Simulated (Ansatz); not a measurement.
Write the native input for Ansatz 0.2.0 that does the following.

* Task: relaxation of cell and atoms
* Functional: r2SCAN
* Dispersion: rVV10
* Potentials or basis: Ansatz PAW
* Cutoff: 500 eV (not typed: the program's choice for these potentials)
* k mesh: 8 × 8 × 2
* Occupations: fermi-dirac, width 0.05 eV
* Spin: collinear spin, ferromagnetic start
* Starting moments: [1.0, 1.0, 0.0, 0.6, 0.0] μB

NiMoIrPdW:

```
Ni Mo Pd Ir W
1.0
     2.34460   -1.43138    0.00906
     2.34460    1.43138    0.00906
    -2.20600    0.00000   10.92374
Ni Mo Pd Ir W
1 1 1 1 1
Direct
  0.49838 0.49838 0.29525
  0.31773 0.31773 0.91207
  0.24733 0.24733 0.49061
  0.74982 0.74982 0.10802
  0.68673 0.68673 0.69406
```

The cell was built by a generator and needn't be a form met in nature.

The input as run:

input.yaml

```yaml
crystal:
  lattice:
    - [2.3446, -1.43138, 0.00906]
    - [2.3446, 1.43138, 0.00906]
    - [-2.206, 0.0, 10.92374]
  atoms:
    - { symbol: Ni, position: [0.49838, 0.49838, 0.29525], spin: 1.0 }
    - { symbol: Mo, position: [0.31773, 0.31773, 0.91207], spin: 1.0 }
    - { symbol: Pd, position: [0.24733, 0.24733, 0.49061] }
    - { symbol: Ir, position: [0.74982, 0.74982, 0.10802], spin: 0.6 }
    - { symbol: W, position: [0.68673, 0.68673, 0.69406] }
hamiltonian:
  xc: r2scan
  pseudopotentials: { kind: paw }
  dispersion: rvv10
magnetization:
  spin_polarized: true
kpoints:
  mp_grid: { grid: [8, 8, 2] }
scf:
  occupations: { method: fermi_dirac, width: 0.05 }
output:
  forces: true
  stress: true
  eigenvalues: true
relax:
  f_tol: 0.01
  max_steps: 40
  cell: { stress_tol: 0.05 }
```

Potentials or basis: Ansatz PAW.

Run with:

```sh
$ ansatz run input.yaml --threads 8 --pin off --max-ram 20480MiB --backend cpu --events-out ev --progress --plain --runs-dir out
```

It gave:

```yaml
Relaxed_volume: 14.21 Å³/atom
Relaxed_cell: a = 2.719 Å, b = 2.719 Å, c = 11.032 Å, α = 99.39°, β = 99.39°, γ = 62.55°
Space_group_after_relaxing_to_0.05_Å: Cm (No. 8)
Energy_gained_by_relaxing: 12.4 meV/atom
Ionic_steps: 5
Pressure_after_relaxing: 0.0 GPa
Band_gap_on_the_k_mesh: none (metal or under the smearing width)
Net_moment: 0.00 μB per cell
Absolute_moment: 0.00 μB per cell
```

Caveat: the magnetic or orbital state may not be the lowest; the plane-wave basis is chosen anew once the cell has moved, so the energies of steps on either side of that aren't comparable; the PAW data sets come from PBE, with cores solved anew for the run's functional, which leaves a small shift of forces and pressure; the starting moments weren't kept.

Run time: 3.4 min on 8 threads of Arm Neoverse V1 (shared host), peak memory 0.99 GiB.
